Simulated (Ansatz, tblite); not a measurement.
# SiMe3(NHMe) (C4H13NSi): rung by rung

Aim: run the singlet of SiMe3(NHMe) (C4H13NSi) at one geometry on many levels, and compare frontier levels, spin and run time.

Computed with Ansatz 0.2.0, Gaussian basis. Level: as each input shows.

Plan: GFN1-xTB, GFN2-xTB, PBE-D4/def2-TZVP, r2SCAN-D4/def2-TZVP, LC-ωPBE/def2-TZVP, CAM-B3LYP-D4/def2-TZVP, ωB97M-V/def2-TZVP, PBE-D4/def2-SVP, PBE0-D4/def2-SVP, HF/STO-3G, PBE0-D4/def2-TZVPD, PBE-D4/def2-TZVPD, LC-ωPBE/def2-TZVPD, CCSD(T)/def2-SVP, MP2/def2-TZVP, RPA/def2-TZVP.

2 further runs of the same task are left out: 2 set aside as unsound or not needed.

### Step 1. The relaxed structure

The geometry is that of the singlet, from an earlier relaxation (PBE-D4/def2-SVP).

19 atoms, charge 0, spin multiplicity 1.

Bond lengths: Si1–C2 1.891 Å, Si1–C6 1.899 Å, Si1–C10 1.889 Å, Si1–N14 1.758 Å, C2–H3 1.109 Å, C2–H4 1.110 Å, C2–H5 1.110 Å, C6–H7 1.110 Å, C6–H8 1.110 Å, C6–H9 1.110 Å, C10–H11 1.110 Å, C10–H12 1.109 Å, C10–H13 1.109 Å, N14–C15 1.451 Å, N14–H16 1.024 Å, C15–H17 1.119 Å, C15–H18 1.110 Å, C15–H19 1.113 Å. Angles: C2–Si1–C6 108.3°, C2–Si1–C10 111.0°, C2–Si1–N14 108.6°, C6–Si1–C10 109.5°, C6–Si1–N14 113.4°, C10–Si1–N14 106.1°, Si1–C2–H3 110.9°, Si1–C2–H4 110.7°, Si1–C2–H5 111.8°, H3–C2–H4 108.3°, H3–C2–H5 107.8°, H4–C2–H5 107.2°, Si1–C6–H7 111.6°, Si1–C6–H8 111.2°, Si1–C6–H9 111.1°, H7–C6–H8 107.8°, H7–C6–H9 107.4°, H8–C6–H9 107.5° and more.

PBE0-D4/def2-TZVP was run before; its log isn't repeated, and its numbers join the tables.

### Step 2. GFN1-xTB

Tight binding, by tblite at 300 K electronic temperature and without a spin-polarisation term:

```python
tblite.interface.Calculator('GFN1-xTB', numbers, positions, charge=0, uhf=0).singlepoint()
```

Energy -558.9926 eV, HOMO -10.51 eV, LUMO -3.98 eV; 0.04 s.

### Step 3. GFN2-xTB

Tight binding, by tblite at 300 K electronic temperature and without a spin-polarisation term:

```python
tblite.interface.Calculator('GFN2-xTB', numbers, positions, charge=0, uhf=0).singlepoint()
```

Energy -539.6879 eV, HOMO -9.62 eV, LUMO -3.34 eV; 0.026 s.

### Step 4. PBE-D4/def2-TZVP

start.molden holds the orbitals of an earlier run on this state, given as this run's starting guess.

File in.yaml:

```yaml
crystal:
  periodic: [false, false, false]
  atoms:
    - {symbol: Si, position_ang: [-0.002331, 0.414122, -0.006063]}
    - {symbol: C, position_ang: [0.078565, 0.408318, 1.883306]}
    - {symbol: H, position_ang: [-0.939305, 0.401505, 2.323160]}
    - {symbol: H, position_ang: [0.612684, 1.306831, 2.256024]}
    - {symbol: H, position_ang: [0.621558, -0.479088, 2.269628]}
    - {symbol: C, position_ang: [1.772778, 0.453216, -0.680122]}
    - {symbol: H, position_ang: [2.330472, 1.339420, -0.310340]}
    - {symbol: H, position_ang: [1.780294, 0.486234, -1.789504]}
    - {symbol: H, position_ang: [2.338577, -0.449680, -0.368284]}
    - {symbol: C, position_ang: [-0.949936, 1.921193, -0.638226]}
    - {symbol: H, position_ang: [-0.998028, 1.935062, -1.747201]}
    - {symbol: H, position_ang: [-0.453179, 2.860062, -0.317986]}
    - {symbol: H, position_ang: [-1.988406, 1.933257, -0.249384]}
    - {symbol: N, position_ang: [-0.916470, -0.992216, -0.531369]}
    - {symbol: C, position_ang: [-0.543909, -2.364854, -0.245662]}
    - {symbol: H, position_ang: [-1.414944, -0.890362, -1.419529]}
    - {symbol: H, position_ang: [0.227165, -2.796808, -0.932182]}
    - {symbol: H, position_ang: [-0.130807, -2.442055, 0.782229]}
    - {symbol: H, position_ang: [-1.424789, -3.044178, -0.278505]}
basis:
  gaussian: {orbitals: def2-TZVP, initial_orbitals: start.molden}
hamiltonian: {xc: pbe, dispersion: d4}
scf: {omitted_lower_state_checks: [starts]}
output: {orbitals: {seedname: orbitals}}
```

Run with:

```console
$ ansatz run in.yaml --threads 4 --pin off --events-out ev --progress --plain --max-ram 4787MiB
```

The runs that follow: r2SCAN-D4/def2-TZVP; LC-ωPBE/def2-TZVP; CAM-B3LYP-D4/def2-TZVP; ωB97M-V/def2-TZVP; PBE-D4/def2-SVP; PBE0-D4/def2-SVP; HF/STO-3G; PBE0-D4/def2-TZVPD; PBE-D4/def2-TZVPD; LC-ωPBE/def2-TZVPD; CCSD(T)/def2-SVP; MP2/def2-TZVP; RPA/def2-TZVP.

Before running them: what should the planned runs give, taken together? Wanted: gap in def2-TZVP, named functionals, smallest and largest; correlation energy, CCSD(T)/def2-SVP; correlation energy, MP2/def2-TZVP; binding an atom, CCSD(T)/def2-SVP; PBE0 total energy, smallest basis above largest.

**Answer**, as computed:

| quantity | value |
| --- | --- |
| gap in def2-TZVP, named functionals, smallest and largest | 5.04 eV (PBE-D4), 11.98 eV (LC-ωPBE) |
| correlation energy, CCSD(T)/def2-SVP | -26.23 eV |
| correlation energy, MP2/def2-TZVP | -27.71 eV |
| binding an atom, CCSD(T)/def2-SVP | 3.725 eV |
| PBE0 total energy, smallest basis above largest | 9.25 eV (def2-SVP, def2-TZVPD) |

Over the named functionals in def2-TZVP the gap runs from 5.04 eV (PBE-D4) to 11.98 eV (LC-ωPBE); exact exchange widens it. A small miss in a minimal or small basis is a cancelling of errors, not accuracy. The functionals in def2-TZVP miss CCSD(T)/def2-SVP by +0.173 (LC-ωPBE) to +0.239 eV (PBE-D4) an atom. The yardstick is in a double-zeta basis, so levels in larger sets aren't compared like for like. The reference is CCSD(T) in one finite basis, so it carries an error of its own, often a tenth of an eV or more, and near misses can't be ranked.
